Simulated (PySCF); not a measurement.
**C₅H₆F₂: electronic excitations and core binding energies**

Wanted: the electronic excitations and core binding energies of C₅H₆F₂ (`FCC1=CC[C@@H]1F`), by calculation.

The runs use PySCF 2.14.0, with density-fitted response routines of our own; the level of theory stands in each step. All values are computed, except where a source is named. Atoms count from 0, in the outputs and in this text.

## Step 1: Starting geometry

13 atoms, charge 0, multiplicity 1; geometry from: GFN2-xTB.

Bonds of the start (Å): F0–C1 1.38, C1–C2 1.49, C2–C3 1.33, C3–C4 1.51, C4–C5 1.55, C5–F6 1.37, C5–C2 1.51, C1–H7 1.10, C1–H8 1.09, C3–H9 1.07, C4–H10 1.09, C4–H11 1.09, C5–H12 1.09.

## Step 2: Excited states and response: wB97X-D/def2-SVPD

Job settings and geometry (Å):

```
{"job": {"kind": "uv", "xc": "wB97X-D", "basis": "def2-SVPD", "nstates": 8, "ntriplets": 3}, "charge": 0, "multiplicity": 1}
F      2.055601    -0.544150    -1.606216
C      1.849347    -0.274258    -0.267614
C      0.425500     0.070920    -0.022878
C     -0.252011     1.179263     0.279576
C     -1.594028     0.499262     0.319864
C     -0.823195    -0.780650    -0.092159
F     -0.894216    -1.806908     0.815705
H      2.136612    -1.180873     0.277215
H      2.508929     0.560202    -0.008879
H      0.028232     2.203589     0.441154
H     -2.039528     0.423117     1.309331
H     -2.335752     0.853291    -0.392980
H     -1.069879    -1.202318    -1.069848
```

With the program's defaults for keys left out, this is: TDDFT wB97X-D/def2-SVPD, vertical, gas phase, core orbitals frozen in the response.

On the command line:

```console
OMP_NUM_THREADS=1 python probes_run.py task.json out
```

One launch serves the whole session: the jobs run in the order shown.

Standard output:

```text
coarse grid: 11328 points
cycle   1  E = -393.2338949609  dE =  1.173e+00  |g| = 6.365e-01  |ddm| = 5.356e+00
cycle   2  E = -393.2334798802  dE =  4.151e-04  |g| = 7.155e-01  |ddm| = 1.574e+00
cycle   3  E = -393.3120618711  dE = -7.858e-02  |g| = 5.455e-02  |ddm| = 6.894e-01
cycle   4  E = -393.3126118985  dE = -5.500e-04  |g| = 2.228e-02  |ddm| = 1.329e-01
cycle   5  E = -393.3127340649  dE = -1.222e-04  |g| = 5.257e-03  |ddm| = 5.864e-02
cycle   6  E = -393.3127410921  dE = -7.027e-06  |g| = 1.248e-03  |ddm| = 1.536e-02
final grid: 111480 points
cycle   7  E = -393.3719434157  dE = -1.135e-04  |g| = 8.439e-03  |ddm| = 2.188e-01
cycle   8  E = -393.3719414224  dE =  1.993e-06  |g| = 1.007e-02  |ddm| = 2.722e-02
cycle   9  E = -393.3719569773  dE = -1.555e-05  |g| = 3.965e-04  |ddm| = 8.373e-03
cycle  10  E = -393.3719570354  dE = -5.810e-08  |g| = 2.391e-04  |ddm| = 2.664e-03
cycle  11  E = -393.3719570496  dE = -1.417e-08  |g| = 5.506e-05  |ddm| = 6.054e-04
cycle  12  E = -393.3719570504  dE = -8.533e-10  |g| = 2.260e-05  |ddm| = 1.860e-04
converged SCF energy = -393.3719570504

Static polarisability (au): isotropic 58.214, principal 47.764 57.801 69.076

Singlet excitations
state   eV       nm        f      main configurations
  1   6.8396    181.3   0.08192   H-1->L 0.54, H->L 0.43
  2   6.9941    177.3   0.14891   H->L 0.49, H-1->L 0.42
  3   7.4347    166.8   0.03202   H-2->L 0.90
  4   7.9832    155.3   0.00609   H-3->L 0.76
  5   8.0553    153.9   0.02218   H->L+1 0.78
  6   8.5120    145.7   0.04960   H->L+2 0.73, H->L+3 0.09
  7   8.6776    142.9   0.03923   H->L+3 0.81, H->L+2 0.12
  8   8.8433    140.2   0.00396   H-4->L 0.73

Triplet excitations (Tamm-Dancoff, eV): 4.3463 6.5333 7.1881
```

Run time: 58 s. Hardware: 1 thread of Arm Neoverse N1, shared host; peak memory 0.79 GiB.

Frontier orbitals and where they lie:

| orbital | eV | atoms |
| --- | --- | --- |
| HOMO−3 | -11.84 | F0 38 %, C1 18 %, H7 11 % |
| HOMO−2 | -11.29 | F6 27 %, C5 21 %, C4 20 % |
| HOMO−1 | -10.91 | C5 19 %, C2 18 %, F6 16 % |
| HOMO | -9.85 | C2 34 %, C3 30 %, C4 10 % |
| LUMO | 1.22 | C3 35 %, C2 27 %, C1 7 % |
| LUMO+1 | 2.41 | C3 20 %, C1 17 %, C4 10 % |
| LUMO+2 | 2.78 | H10 11 %, C1 11 %, C4 10 % |

With each of the 8 states as a Gaussian band of 0.4 eV half-width at 1/e, the curve within the window shown has maxima at 179 nm (ε 9,300), 145 nm (ε 3,700) L/(mol cm). Beyond the last state computed it falls off for lack of states. The curve at chosen wavelengths:

nm, ε (L/mol/cm) and a bar:
```
      136        668 
      139       1793 ####
      141       2708 #######
      144       3650 ###########
      146       3720 ###########
      149       3157 #########
      151       2639 #######
      154       2001 #####
      156       1725 ####
      159       1567 ####
      161       1679 ####
      164       2277 ######
      166       3013 ########
      169       4630 ##############
      171       5953 ###################
      174       7900 #########################
      176       8853 ############################
      179       9319 ##############################
      181       8908 #############################
      184       7427 ########################
      186       6123 ###################
      189       4146 ############
      191       3004 ########
      194       1700 ####
      196       1103 ##
      199        536
```

Further results of this job:

| property | computed |
| --- | --- |
| dipole moment (D) | 2.26 |
| polarisability (Å³) | 8.63 |
| HOMO–LUMO gap (eV) | 11.06 |
| −ε(HOMO) (eV) | 9.85 |

## Step 3: Core-electron binding energies: SCAN, X2C

Settings changed since step 2:

```diff
@@ -1,2 +1,2 @@
-{"job": {"kind": "uv", "xc": "wB97X-D", "basis": "def2-SVPD", "nstates": 8, "ntriplets": 3}, "charge": 0, "multiplicity": 1}
+{"job": {"kind": "xps"}, "charge": 0, "multiplicity": 1}
 F      2.055601    -0.544150    -1.606216
```

With the program's defaults for keys left out, this is: delta-SCF UKS SCAN, pcX-2 on the ionised atom, pcseg-1 elsewhere, spin-free X2C.

Standard output:

```text
ground state, core basis on atom 0 (F), 159 functions
  cycle   1  E = -393.76095743  |g| = 7.00e-01
  cycle   2  E = -393.64634701  |g| = 1.14e+00
  cycle   3  E = -393.84026489  |g| = 1.27e-01
  cycle   4  E = -393.84319880  |g| = 4.58e-02
  cycle   5  E = -393.84367860  |g| = 6.79e-03
  cycle   6  E = -393.84368750  |g| = 3.33e-03
  cycle   7  E = -393.84369051  |g| = 1.39e-03
  cycle   8  E = -393.84368738  |g| = 7.67e-04
  cycle   9  E = -393.84368917  |g| = 1.00e-04
  E(ground) = -393.84904670 Eh
hole in F 1s of atom 0
  cycle   1  E = -367.50675818  |g| = 2.58e+00
  cycle   2  E = -366.86382076  |g| = 2.37e+00
  cycle   3  E = -368.10728343  |g| = 7.45e-01
  cycle   4  E = -368.26240589  |g| = 4.92e-01
  cycle   5  E = -368.38553040  |g| = 1.61e-01
  cycle   6  E = -368.39816247  |g| = 6.58e-02
  cycle   7  E = -368.40017061  |g| = 9.16e-03
  cycle   8  E = -368.40018817  |g| = 7.30e-03
  cycle   9  E = -368.40020885  |g| = 2.12e-03
  cycle  10  E = -368.40021062  |g| = 6.03e-04
  cycle  11  E = -368.40021091  |g| = 2.36e-04
  E(ion) = -368.41150996 Eh   <S^2> = 0.7579   hole on atom = 1.000   binding energy = 692.191 eV
ground state, core basis on atom 1 (C), 159 functions
  cycle   1  E = -393.80133474  |g| = 8.44e-02
  cycle   2  E = -393.80000750  |g| = 1.11e-01
  cycle   3  E = -393.80187687  |g| = 2.21e-02
  cycle   4  E = -393.80194592  |g| = 7.85e-03
  cycle   5  E = -393.80196036  |g| = 2.18e-03
  cycle   6  E = -393.80196056  |g| = 2.87e-04
  E(ground) = -393.80465730 Eh
hole in C 1s of atom 1
  cycle   1  E = -382.47448145  |g| = 1.50e+00
  cycle   2  E = -379.14075914  |g| = 2.74e+00
  cycle   3  E = -382.59273846  |g| = 1.00e+00
  cycle   4  E = -382.94967645  |g| = 4.52e-01
  cycle   5  E = -383.01186292  |g| = 1.81e-01
  cycle   6  E = -383.02213244  |g| = 8.28e-02
  cycle   7  E = -383.02486838  |g| = 2.89e-02
  cycle   8  E = -383.02524585  |g| = 9.00e-03
  cycle   9  E = -383.02529117  |g| = 3.54e-03
  cycle  10  E = -383.02529809  |g| = 2.32e-03
  cycle  11  E = -383.02530387  |g| = 1.03e-03
  cycle  12  E = -383.02530500  |g| = 6.63e-04
  cycle  13  E = -383.02530435  |g| = 3.42e-04
  E(ion) = -383.02849706 Eh   <S^2> = 0.7718   hole on atom = 1.000   binding energy = 293.234 eV
ground state, core basis on atom 2 (C), 159 functions
  cycle   1  E = -393.80130145  |g| = 6.11e-02
  cycle   2  E = -393.80115520  |g| = 3.68e-02
  cycle   3  E = -393.80113759  |g| = 3.65e-02
  cycle   4  E = -393.80142901  |g| = 9.50e-03
  cycle   5  E = -393.80145146  |g| = 1.49e-03
  cycle   6  E = -393.80145348  |g| = 4.39e-04
  E(ground) = -393.80612509 Eh
hole in C 1s of atom 2
  cycle   1  E = -382.53629860  |g| = 1.52e+00
  cycle   2  E = -381.38636155  |g| = 2.15e+00
  cycle   3  E = -383.00984451  |g| = 5.03e-01
  cycle   4  E = -383.08169991  |g| = 3.03e-01
  cycle   5  E = -383.11313142  |g| = 8.29e-02
  cycle   6  E = -383.11570101  |g| = 2.15e-02
  cycle   7  E = -383.11590764  |g| = 1.21e-02
  cycle   8  E = -383.11600794  |g| = 5.73e-03
  cycle   9  E = -383.11603770  |g| = 3.07e-03
  cycle  10  E = -383.11605690  |g| = 1.79e-03
  cycle  11  E = -383.11606027  |g| = 7.25e-04
  cycle  12  E = -383.11606108  |g| = 3.53e-04
  E(ion) = -383.12002786 Eh   <S^2> = 0.7977   hole on atom = 1.000   binding energy = 290.784 eV
ground state, core basis on atom 3 (C), 159 functions
  cycle   1  E = -393.80022874  |g| = 6.04e-02
  cycle   2  E = -393.79982625  |g| = 4.69e-02
  cycle   3  E = -393.79990326  |g| = 4.27e-02
  cycle   4  E = -393.80036270  |g| = 7.34e-03
  cycle   5  E = -393.80037561  |g| = 7.92e-04
  cycle   6  E = -393.80037517  |g| = 3.37e-04
  E(ground) = -393.80491955 Eh
hole in C 1s of atom 3
  cycle   1  E = -382.52812701  |g| = 1.51e+00
  cycle   2  E = -381.07598069  |g| = 2.22e+00
  cycle   3  E = -382.96206795  |g| = 6.15e-01
  cycle   4  E = -383.06142015  |g| = 3.79e-01
  cycle   5  E = -383.10179079  |g| = 1.40e-01
  cycle   6  E = -383.10975309  |g| = 3.59e-02
  cycle   7  E = -383.11040275  |g| = 1.43e-02
  cycle   8  E = -383.11054941  |g| = 8.35e-03
  cycle   9  E = -383.11062382  |g| = 4.06e-03
  cycle  10  E = -383.11066825  |g| = 3.46e-03
  cycle  11  E = -383.11068334  |g| = 1.77e-03
  cycle  12  E = -383.11068761  |g| = 6.62e-04
  cycle  13  E = -383.11068849  |g| = 3.76e-04
  E(ion) = -383.11459732 Eh   <S^2> = 0.8129   hole on atom = 1.000   binding energy = 290.898 eV
ground state, core basis on atom 4 (C), 159 functions
  cycle   1  E = -393.79910923  |g| = 6.03e-02
  cycle   2  E = -393.79877762  |g| = 4.31e-02
  cycle   3  E = -393.79882901  |g| = 4.01e-02
  cycle   4  E = -393.79923635  |g| = 9.73e-03
  cycle   5  E = -393.79926067  |g| = 4.53e-04
  cycle   6  E = -393.79926032  |g| = 2.11e-04
  E(ground) = -393.80343322 Eh
hole in C 1s of atom 4
  cycle   1  E = -382.53755194  |g| = 1.51e+00
  cycle   2  E = -381.69787383  |g| = 1.94e+00
  cycle   3  E = -383.01498667  |g| = 4.57e-01
  cycle   4  E = -383.04584992  |g| = 3.57e-01
  cycle   5  E = -383.10018110  |g| = 7.29e-02
  cycle   6  E = -383.10201336  |g| = 3.91e-02
  cycle   7  E = -383.10265501  |g| = 1.11e-02
  cycle   8  E = -383.10270865  |g| = 4.73e-03
  cycle   9  E = -383.10272547  |g| = 1.72e-03
  cycle  10  E = -383.10273204  |g| = 1.30e-03
  cycle  11  E = -383.10273874  |g| = 9.88e-04
  cycle  12  E = -383.10274266  |g| = 8.27e-04
  cycle  13  E = -383.10274636  |g| = 7.11e-04
  cycle  14  E = -383.10275197  |g| = 3.80e-04
  E(ion) = -383.10609712 Eh   <S^2> = 0.7720   hole on atom = 1.000   binding energy = 291.089 eV
ground state, core basis on atom 5 (C), 159 functions
  cycle   1  E = -393.80398953  |g| = 5.96e-02
  cycle   2  E = -393.80387630  |g| = 3.11e-02
  cycle   3  E = -393.80383933  |g| = 3.32e-02
  cycle   4  E = -393.80408126  |g| = 8.11e-03
  cycle   5  E = -393.80409786  |g| = 1.07e-03
  cycle   6  E = -393.80409858  |g| = 4.49e-04
  E(ground) = -393.80751143 Eh
hole in C 1s of atom 5
  cycle   1  E = -382.47352533  |g| = 1.51e+00
  cycle   2  E = -378.62648030  |g| = 2.88e+00
  cycle   3  E = -382.61924436  |g| = 1.04e+00
  cycle   4  E = -382.95919596  |g| = 4.46e-01
  cycle   5  E = -383.02191914  |g| = 1.87e-01
  cycle   6  E = -383.03175603  |g| = 7.94e-02
  cycle   7  E = -383.03380553  |g| = 2.15e-02
  cycle   8  E = -383.03398227  |g| = 7.93e-03
  cycle   9  E = -383.03401544  |g| = 3.85e-03
  cycle  10  E = -383.03402490  |g| = 2.36e-03
  cycle  11  E = -383.03403117  |g| = 1.11e-03
  cycle  12  E = -383.03403448  |g| = 7.97e-04
  cycle  13  E = -383.03403621  |g| = 5.03e-04
  cycle  14  E = -383.03403810  |g| = 3.13e-04
  E(ion) = -383.03780801 Eh   <S^2> = 0.7734   hole on atom = 1.000   binding energy = 293.059 eV
ground state, core basis on atom 6 (F), 159 functions
  cycle   1  E = -393.84249854  |g| = 1.17e-01
  cycle   2  E = -393.84215553  |g| = 5.99e-02
  cycle   3  E = -393.84209580  |g| = 6.44e-02
  cycle   4  E = -393.84267746  |g| = 4.27e-03
  cycle   5  E = -393.84268248  |g| = 3.91e-04
  E(ground) = -393.84889116 Eh
hole in F 1s of atom 6
  cycle   1  E = -367.50017258  |g| = 2.58e+00
  cycle   2  E = -366.99776577  |g| = 2.34e+00
  cycle   3  E = -368.16093794  |g| = 6.85e-01
  cycle   4  E = -368.28988416  |g| = 4.34e-01
  cycle   5  E = -368.38354341  |g| = 1.45e-01
  cycle   6  E = -368.39338690  |g| = 6.04e-02
  cycle   7  E = -368.39514633  |g| = 8.18e-03
  cycle   8  E = -368.39515712  |g| = 6.72e-03
  cycle   9  E = -368.39517232  |g| = 1.55e-03
  cycle  10  E = -368.39517413  |g| = 4.87e-04
  E(ion) = -368.40684767 Eh   <S^2> = 0.7573   hole on atom = 1.000   binding energy = 692.313 eV
```

It took 2.6 min on 1 thread of Arm Neoverse N1, shared host; peak memory 0.63 GiB.

Binding energies by hole, beside the orbital energy of the ground state; the difference holds orbital relaxation and, for a density functional, its self-interaction error:

```csv
hole,stands for,environment,ΔSCF (eV),−ε (eV),⟨S²⟩
F1s on F0,F0,fluorine on an sp3 carbon,692.19,666.3,0.758
C1s on C1,C1,allylic sp3 CH2 bonded to F,293.23,275.9,0.772
C1s on C2,C2,fully substituted alkene carbon,290.78,274.2,0.798
C1s on C3,C3,alkene CH,290.90,274.4,0.813
C1s on C4,C4,allylic sp3 CH2,291.09,274.1,0.772
C1s on C5,C5,allylic sp3 CH bonded to F,293.06,276.0,0.773
F1s on F6,F6,fluorine on an sp3 carbon,692.31,666.4,0.757
```

## Step 4: What came out

| quantity | value |
| --- | --- |
| lowest singlet (wB97X-D/def2-SVPD) | 6.84 eV (181 nm), f = 0.082 |
| brightest single state of those computed | state 2, 6.99 eV, f = 0.149 |
| lowest triplet | 4.35 eV |
| C1s binding energies, SCAN/pcX-2 | C1 293.23, C5 293.06, C4 291.09, C3 290.90, C2 290.78 eV |
| F1s binding energies, SCAN/pcX-2 | F6 692.31, F0 692.19 eV |

What this shows: The first singlet state (HOMO−1→LUMO 0.54, HOMO→LUMO 0.43) lies at 6.84 eV and is bright; of the 8 states computed, the strongest absorption comes from state 2 at 6.99 eV. The lowest triplet lies 2.49 eV below the lowest singlet (triplets in Tamm-Dancoff, singlets in full TDDFT). C1 (allylic sp3 CH2 bonded to F) binds its C1s electron 2.45 eV more tightly than C2 (fully substituted alkene carbon). F6 (fluorine on an sp3 carbon) binds its F1s electron 0.12 eV more tightly than F0 (fluorine on an sp3 carbon).
